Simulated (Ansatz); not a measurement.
# Cd3Sn: one run, from forces to fields

Aim: for Cd3Sn, a borrowed structure type, volume estimated, find gap or metal, charges, bonding, and the stress on the cell. The atoms and the cell stay fixed.

Program: Ansatz 0.2.0. Level of theory: DFT, r2SCAN, no spin polarisation, plane waves, PAW. These are calculated values, not measurements.

## Step 1: Geometry

The structure is orthorhombic, space group Pmmn (No. 59). The conventional cell has a = 4.960 Å, b = 6.303 Å, c = 5.442 Å, α = 90.00°, β = 90.00°, γ = 90.00°. Cd (site symmetry mm2) has 8 Cd at 3.07 to 3.14 Å and 4 Sn at 3.07 to 3.15 Å as nearest neighbours. Sn (site symmetry mm2) is surrounded by 12 Cd at 3.07 to 3.15 Å. Around Cd (site symmetry m) lie 8 Cd at 3.07 to 3.15 Å and 4 Sn at 3.07 to 3.14 Å.

The coordinates stand in the input below.

The run starts from a saved solution of this cell (checkpoint.read), perhaps found on another mesh.

## Step 2: Self-consistent run

input.yaml reads:

```yaml
crystal:
  lattice:
    - [6.302879, 0.0, 0.0]
    - [0.0, 4.959643, 0.0]
    - [0.0, 0.0, 5.44183]
  atoms:
    - { symbol: Cd, position: [0.0, 0.5, 0.667] }
    - { symbol: Cd, position: [0.5, 0.0, 0.333] }
    - { symbol: Sn, position: [0.0, 0.0, 0.333] }
    - { symbol: Sn, position: [0.5, 0.5, 0.667] }
    - { symbol: Cd, position: [0.25, 0.0, 0.833] }
    - { symbol: Cd, position: [0.75, 0.0, 0.833] }
    - { symbol: Cd, position: [0.75, 0.5, 0.167] }
    - { symbol: Cd, position: [0.25, 0.5, 0.167] }
  symmetry: { tolerance: 0.0003 }
kpoints:
  mp_grid: { grid: [6, 7, 6], shift: [0, 0, 0] }
  band_path:
    path:
      - [0.0, 0.0, 0.0]
      - [0.0, 0.5, 0.0]
      - [0.5, 0.5, 0.0]
      - [0.5, 0.0, 0.0]
      - [0.0, 0.0, 0.0]
      - [0.0, 0.0, -0.5]
      - [0.0, 0.5, -0.5]
      - [0.5, 0.5, -0.5]
      - [0.5, 0.0, -0.5]
      - [0.0, 0.0, -0.5]
      - [0.0, 0.5, 0.0]
    npoints: 6
magnetization:
  spin_polarized: false
scf:
  occupations: { method: gaussian, width: 0.1383 }
  lower_state_search: "off"
  max_iter: 200
hamiltonian:
  pseudopotentials: { kind: paw }
  xc: r2scan
basis:
  ecutwfc: 500
  fft_grid_basis: typed
output:
  forces: true
  stress: true
  eigenvalues: true
  bader: true
  populations: true
  elf: true
  write_potential: true
  volumetric_format: npy
  dos:
    e_range: [-12, 8]
    de: 0.05
    projected: { site_lists: { Cd: [Cd], Sn: [Sn] } }
checkpoint:
  read: saved_state
```

**Question.** What will these runs give? Wanted: largest force; pressure; character; Bader charges.

As calculated:

```
                                                 quantity                 value
                                            largest force      0.221 eV/Å on Cd
                                                 pressure               7.4 GPa
           formation energy (elements from separate runs)          0.18 eV/atom
                                                character                 metal
density of states, mean within 0.25 eV of the Fermi level   2.6 per eV per cell
                                            Bader charges  Cd +0.04, Sn -0.12 e
```

The cell is metallic; within 0.25 eV of the Fermi level the density of states averages 2.6 per eV per cell. The pressure of 7.4 GPa says the cell is too small, and unequal principal stresses would change its shape. By Bader's partition Cd gives up most (+0.04 e) and Sn takes most (-0.12 e). Cd feels the largest force, 0.22 eV/Å, so the positions are not relaxed.
